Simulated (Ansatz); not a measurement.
# KRe: the cost of one run

Method: DFT PBE, scalar-relativistic, plane waves, PAW, in Ansatz 0.2.0.

### Step 1. Starting point

Symmetry: P6/mmm, No. 191, hexagonal system. The conventional cell has a = 5.934 Å, b = 5.934 Å, c = 4.788 Å, α = 90.00°, β = 90.00°, γ = 120.00°. K (site symmetry mmm) is surrounded by 6 Re at 2.94 to 2.97 Å and 4 K at 2.97 Å. Re (site symmetry 6/mmm) is surrounded by 6 K at 2.97 Å. Re (site symmetry -6m2) has 6 K at 2.94 Å as nearest neighbours.

As a file:

```cif
data_structure
_symmetry_space_group_name_H-M 'P6/mmm'
_symmetry_Int_Tables_number 191
_cell_length_a 5.9343
_cell_length_b 5.9343
_cell_length_c 4.7879
_cell_angle_alpha 90.000
_cell_angle_beta 90.000
_cell_angle_gamma 120.000
_cell_volume 146.02
loop_
_atom_site_label
_atom_site_type_symbol
_atom_site_symmetry_multiplicity
_atom_site_Wyckoff_symbol
_atom_site_fract_x
_atom_site_fract_y
_atom_site_fract_z
_atom_site_occupancy
K1 K 3 f 0.50000 0.00000 0.00000 1
Re1 Re 1 a 0.00000 0.00000 0.00000 1
Re2 Re 2 d 0.33333 0.66667 0.50000 1
```

(A quick probe on a coarse mesh, which set the mesh and smearing, is not shown.)

### Step 3. A loose first relaxation

Input file input.yaml:

```yaml
crystal:
  lattice:
    - [5.9342970023, 0.0, 0.0]
    - [-2.9671485012, 5.1392519577, 0.0]
    - [0.0, 0.0, 4.7878987178]
  atoms:
    - { symbol: K, position: [0.5, 0.0, 0.0] }
    - { symbol: K, position: [0.5, 0.5, 0.0] }
    - { symbol: K, position: [0.0, 0.5, 0.0] }
    - { symbol: Re, position: [0.0, 0.0, 0.0] }
    - { symbol: Re, position: [0.3333333333, 0.6666666667, 0.5] }
    - { symbol: Re, position: [0.6666666667, 0.3333333333, 0.5] }
basis:
  ecutwfc: 420
kpoints:
  mp_grid: { grid: [3, 3, 4] }
hamiltonian:
  xc: pbe
scf:
  occupations: { method: gaussian, width: 0.1 }
  lower_state_search: "off"
output:
  forces: true
  stress: true
  eigenvalues: true
relax:
  adjacent_minimum: "off"
  f_tol: 0.04
  max_steps: 70
  cell: { stress_tol: 0.4 }
```

Started as:

```bash
$ ansatz run input.yaml --threads 1 --pin off --max-ram 2560MiB --backend cpu --events-out ev --progress --plain --runs-dir out
```

**Question.** How long does this run take on 1 thread of Intel Xeon Platinum 8488C (Sapphire Rapids), shared host, and how much memory does it need?

About 29 s, with a peak of 0.45 GiB.
